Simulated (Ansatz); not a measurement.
# C6H15FGeO3: small, medium and large basis sets

One table from this session's results is given with a row withheld; the runs are named, their logs left out.

The runs use Ansatz 0.2.0, Gaussian basis; one geometry, several basis sets.

The runs, in order: PBE0-D4/def2-SVP; ωB97M-V/def2-SVP; PBE0-D4/def2-QZVPP; ωB97M-V/def2-QZVPP; the functionals' def2-TZVPP values are taken from earlier runs.

### The relaxed structure

An earlier PBE0-D4 in a triple-zeta def2 set relaxation fixed the geometry.

SMILES `CC[O][Ge]([F])([O]CC)[O]CC`, 26 atoms, charge 0, spin multiplicity 1.

Atoms are counted from 1 here; the program's logs count them from 0.

Bond lengths: C1–C2 1.507 Å, C1–H12 1.092 Å, C1–H13 1.092 Å, C1–H14 1.093 Å, C2–O3 1.425 Å, C2–H15 1.096 Å, C2–H16 1.098 Å, O3–Ge4 1.742 Å, Ge4–F5 1.723 Å, Ge4–O6 1.742 Å, Ge4–O9 1.752 Å, O6–C7 1.425 Å, C7–C8 1.507 Å, C7–H17 1.098 Å, C7–H18 1.096 Å, C8–H19 1.092 Å, C8–H20 1.092 Å, C8–H21 1.093 Å and more. Angles: C2–C1–H12 110.5°, C2–C1–H13 110.6°, C2–C1–H14 110.3°, H12–C1–H13 108.3°, H12–C1–H14 108.5°, H13–C1–H14 108.6°, C1–C2–O3 108.3°, C1–C2–H15 110.5°, C1–C2–H16 110.4°, O3–C2–H15 109.8°, O3–C2–H16 110.3°, H15–C2–H16 107.5°, C2–O3–Ge4 119.5°, O3–Ge4–F5 110.5°, O3–Ge4–O6 105.7°, O3–Ge4–O9 113.7°, F5–Ge4–O6 110.5°, F5–Ge4–O9 103.0° and more.

The first run:

File in.yaml:

```yaml
crystal:
  periodic: [false, false, false]
  atoms:
    - {symbol: C, position_ang: [-1.918928, 1.055835, 3.384634]}
    - {symbol: C, position_ang: [-1.175306, -0.018077, 2.633579]}
    - {symbol: O, position_ang: [-0.256883, 0.610946, 1.743403]}
    - {symbol: Ge, position_ang: [0.629769, -0.357720, 0.599541]}
    - {symbol: F, position_ang: [1.546342, -1.566456, 1.416236]}
    - {symbol: O, position_ang: [1.684782, 0.747791, -0.235789]}
    - {symbol: C, position_ang: [2.591841, 0.248401, -1.215296]}
    - {symbol: C, position_ang: [3.244368, 1.421601, -1.899476]}
    - {symbol: O, position_ang: [-0.392883, -1.296175, -0.470114]}
    - {symbol: C, position_ang: [-1.306843, -0.616176, -1.323701]}
    - {symbol: C, position_ang: [-2.051475, -1.641866, -2.138952]}
    - {symbol: H, position_ang: [-1.222242, 1.679935, 3.947270]}
    - {symbol: H, position_ang: [-2.472347, 1.695425, 2.694284]}
    - {symbol: H, position_ang: [-2.626568, 0.606344, 4.085444]}
    - {symbol: H, position_ang: [-0.631688, -0.667237, 3.329727]}
    - {symbol: H, position_ang: [-1.877144, -0.649506, 2.073822]}
    - {symbol: H, position_ang: [2.059457, -0.373312, -1.946494]}
    - {symbol: H, position_ang: [3.346732, -0.383688, -0.733477]}
    - {symbol: H, position_ang: [3.779945, 2.036677, -1.174042]}
    - {symbol: H, position_ang: [2.495656, 2.045128, -2.391994]}
    - {symbol: H, position_ang: [3.955898, 1.072840, -2.651823]}
    - {symbol: H, position_ang: [-2.009027, -0.018485, -0.728358]}
    - {symbol: H, position_ang: [-0.767600, 0.076815, -1.982303]}
    - {symbol: H, position_ang: [-2.599496, -2.324524, -1.486776]}
    - {symbol: H, position_ang: [-2.763985, -1.151765, -2.806858]}
    - {symbol: H, position_ang: [-1.356574, -2.228852, -2.742489]}
basis:
  gaussian: {orbitals: def2-SVP}
hamiltonian: {xc: pbe0, dispersion: d4}
output: {orbitals: {seedname: orbitals}}
```

Steps of the session up to this table: PBE0-D4 in def2-SVP; ωB97M-V in def2-SVP; PBE0-D4 in def2-QZVPP; ωB97M-V in def2-QZVPP.

One table of the session follows, with a row left open; its other results are not shown here.

It belongs to the step «Functionals by basis». 

| functional | basis | HOMO (eV) | LUMO (eV) |
| --- | --- | --- | --- |
| PBE0-D4 | def2-SVP | -8.17 | 0.32 |
| PBE0-D4 | def2-TZVPP | -8.24 | 0.11 |
| PBE0-D4 | def2-QZVPP | ? | ? |
| ωB97M-V | def2-SVP | -10.58 | 2.30 |
| ωB97M-V | def2-TZVPP | -10.67 | 1.91 |
| ωB97M-V | def2-QZVPP | -10.71 | 1.47 |

Q: Estimate the row for PBE0-D4, def2-QZVPP from the others.

The run gave: HOMO (eV): -8.27; LUMO (eV): -0.06. In the column «HOMO (eV)» it lies between ωB97M-V, def2-SVP (-10.58) and PBE0-D4, def2-TZVPP (-8.24).
